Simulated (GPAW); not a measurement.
The system is HPbNO4.

```
CELL_PARAMETERS angstrom
4.27531 -0.00040 0.00636
-2.08399 5.20775 -0.04907
-2.12377 -1.86574 4.91491
ATOMIC_POSITIONS crystal
H 0.99073 0.03330 0.90994
Pb 0.50274 0.81989 0.14287
N 0.00838 0.47408 0.50265
O 0.99816 0.92741 0.02877
O 0.19467 0.73435 0.60852
O 0.81673 0.35882 0.24556
O 0.01381 0.33121 0.65217
```

The cell was built by a generator and needn't be a form met in nature.

Base run:

```yaml
Program: GPAW 26.7.0
Functional: SCAN
Potentials_or_basis: GPAW PAW data sets (gpaw-data 1.2.1)
Cutoff: 800 eV
Basis: pw
k_mesh: 6 × 4 × 4
Occupations: fermi-dirac, width 0.05 eV
Spin: no spin polarisation
```

Its results: band gap on the k mesh 3.15 eV, indirect (least direct gap 3.46 eV); pressure -3.7 GPa; largest force 0.768 eV/Å.

Task: After a change of settings the same cell gave: band gap on the k mesh 2.86 eV, indirect (least direct gap 3.17 eV); pressure -0.3 GPa; largest force 0.119 eV/Å. Which change was it?
A. functional from SCAN to revPBE; potentials or basis from GPAW PAW data sets (gpaw-data 1.2.1) to the program's PAW data sets (release 1.2.1) made for this functional
B. functional from SCAN to PBE
C. functional from SCAN to RPBE; potentials or basis from GPAW PAW data sets (gpaw-data 1.2.1) to the program's PAW data sets (release 1.2.1) made for this functional
D. functional from SCAN to BLYP; potentials or basis from GPAW PAW data sets (gpaw-data 1.2.1) to PAW data sets generated in the run's folder for this functional

Result: B.

SCAN gives the wider gap, since meta-GGAs in the generalised Kohn-Sham scheme recover part of the derivative discontinuity.

Caveats: spin-orbit coupling is left out, which as a rule narrows the gap of such compounds by several tenths of an eV; the PAW data sets were made with another functional, which shifts forces and pressure a little (some runs).
